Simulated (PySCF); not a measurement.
# BrH3Sn (Bromostannane): the cost of one run

Computed with PySCF 2.14.0 and routines of our own; the level stands in each step. Atoms count from 0.

## (1) The system as given

5 atoms, charge 0, multiplicity 1; geometry from: GFN2-xTB.

## (2) Relaxing the molecule at PBE0-D3(BJ)/def2-SVP

What the job is given:

```
{"job": {"xc": "PBE0", "basis": "def2-SVP", "d3": "d3bj", "grid": 1, "maxiter": 30, "shake": 0.01, "kind": "geom"}, "charge": 0, "multiplicity": 1}
Br     2.273050    -0.094230     0.110940
Sn    -0.204440     0.001720    -0.015260
H     -0.793260    -0.578550     1.438810
H     -0.588680     1.609290    -0.262800
H     -0.653100    -0.972210    -1.309570
```

Command:

```sh
$ OMP_NUM_THREADS=1 python heavy_run.py task.json out
```

One launch serves the whole session: the jobs run in the order shown.

Q: Estimate the wall time and peak memory of this first job on 1 thread of Arm Neoverse V1, shared host.

About 8.9 s, with a peak of 0.32 GiB.
